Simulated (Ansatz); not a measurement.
AlBr₂Cl, SMILES [Cl][Al]([Br])[Br]: an atomisation energy, run with Ansatz 0.2.0, Python API.

`albr2cl_tae.py`:
```python
"""Atomisation energy of AlBr2Cl at the given geometry."""

from collections import Counter

import ansatz as az


def total_energy(molecule, charge=0, unpaired=0):
    calc = molecule.calculation().basis(gaussian="6-31G*").correlation("MP2")
    if charge:
        calc = calc.charge(charge)
    if unpaired:
        calc = calc.spin("collinear", total=unpaired)
    report = calc.run(threads=1, pin="off").report
    if report["published_state_doubts"]:
        print("  doubts:", report["published_state_doubts"])
    return report["free_energy_ev"]

geometry_ang = [
    ("Cl", (-0.0341, 0.5093, 2.1878)),
    ("Al", (-0.0174, -0.0023, 0.0358)),
    ("Br", (1.2166, -1.8825, -0.6752)),
    ("Br", (-1.1096, 1.3152, -1.5686)),
]
albr2cl = az.Crystal.molecule()
for symbol, xyz in geometry_ang:
    albr2cl = albr2cl.atom(symbol, xyz)

# Hund ground states
unpaired = {"Cl": 1, "Al": 1, "Br": 1}
counts = Counter(site.symbol for site in albr2cl.cartesian_sites)
atom_energy = {s: total_energy(az.Crystal.molecule().atom(s, (0, 0, 0)), 0, unpaired[s]) for s in counts}
whole = total_energy(albr2cl, 0, 0)
for s, e in atom_energy.items():
    print(f"{s:2s} x{counts[s]}  {e:14.5f} eV")
print(f"AlBr2Cl: {whole:.5f} eV")
split = sum(counts[s] * e for s, e in atom_energy.items()) - whole
print(f"atomisation energy (no zero-point term): {96.485332 * split:.1f} kJ/mol, {split / sum(counts.values()):.3f} eV an atom")
```

What does it cost to take this molecule apart into atoms?

1091.4 kJ/mol from the electronic energies, without the zero-point term.

The output:

```console
$ python albr2cl_tae.py
Cl x1    -12505.05874 eV
Al x1     -6582.06022 eV
Br x2    -69996.55827 eV
AlBr2Cl: -159091.54681 eV
atomisation energy (no zero-point term): 1091.4 kJ/mol, 2.828 eV an atom
```

Caveats:
- Total energies depend on the basis set; only differences at equal settings carry meaning.
- The geometry is a force-field or estimated start, not a minimum of this method, and the basis set is short of its limit. All parts are taken at fixed geometry, without zero-point energy.
- In double-zeta sets correlated atomisation energies come out some 10 to 15 % low.
- The spin-orbit lowering of heavy atoms is left out.
- It ran for 4.6 s on 1 thread of Arm Neoverse V1, with other jobs on the host, peak memory 0.29 GiB.

(Lines on the test bed's own set-up are left out of the output.)
